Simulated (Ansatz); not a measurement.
**ClFGeI radical: how energies converge with the basis set**

One table from this session's results is given with a row withheld; the runs are named, their logs left out.

Program: Ansatz 0.2.0, Gaussian basis. Level of theory: one geometry, several basis sets. These are calculated values, not measurements.

The runs, in order: PBE0-D4/def2-SVP; ωB97M-V/def2-SVP; PBE0-D4/def2-QZVPP; ωB97M-V/def2-QZVPP; the functionals' def2-TZVPP values are taken from earlier runs.

## The relaxed structure

An earlier PBE0-D4 in a triple-zeta def2 set relaxation fixed the geometry. I takes the def2 core potential; no spin-orbit term is included.

SMILES `[F][Ge]([Cl])[I]`, 4 atoms, charge 0, spin multiplicity 2.

Atoms are counted from 1 here; the program's logs count them from 0.

Bond lengths: F1–Ge2 1.735 Å, Ge2–Cl3 2.150 Å, Ge2–I4 2.525 Å. Angles: F1–Ge2–Cl3 104.5°, F1–Ge2–I4 107.6°, Cl3–Ge2–I4 112.1°.

Coordinates:

```
F    -1.6953   -0.2053    0.1242
Ge   -0.1246    0.5320    0.1317
Cl    0.8903   -0.3769    1.7946
I     0.9851   -0.0100   -2.0706
```

Set-up of the first run:

in.yaml reads:

```yaml
crystal:
  periodic: [false, false, false]
  atoms:
    - {symbol: F, position_ang: [-1.695259, -0.205263, 0.124159]}
    - {symbol: Ge, position_ang: [-0.124626, 0.531978, 0.131672]}
    - {symbol: Cl, position_ang: [0.890311, -0.376936, 1.794572]}
    - {symbol: I, position_ang: [0.985075, -0.009980, -2.070602]}
basis:
  gaussian: {orbitals: def2-SVP}
magnetization: {spin_polarized: true, initial_magnetization: 1}
hamiltonian: {xc: pbe0, dispersion: d4}
output: {orbitals: {seedname: orbitals}}
```

Launch:

```bash
$ ansatz run in.yaml --threads 4 --pin off --events-out ev --progress --plain --max-ram 10444MiB
```

Among the steps run: PBE0-D4 in def2-SVP; ωB97M-V in def2-SVP; PBE0-D4 in def2-QZVPP; ωB97M-V in def2-QZVPP.

One table of the session follows, with a row left open; its other results are not shown here.

It belongs to the step «Density functionals: the series». 

```
functional       basis  HOMO (eV)  LUMO (eV)
   PBE0-D4    def2-SVP          ?          ?
   PBE0-D4  def2-TZVPP      -7.44      -4.58
   PBE0-D4  def2-QZVPP      -7.47      -4.61
   ωB97M-V    def2-SVP      -9.28      -2.73
   ωB97M-V  def2-TZVPP      -9.35      -2.80
   ωB97M-V  def2-QZVPP      -9.39      -2.86
```

Q: Estimate the row for PBE0-D4, def2-SVP from the others.

As computed: HOMO (eV): -7.39; LUMO (eV): -4.56. In the column «HOMO (eV)» it is the highest.
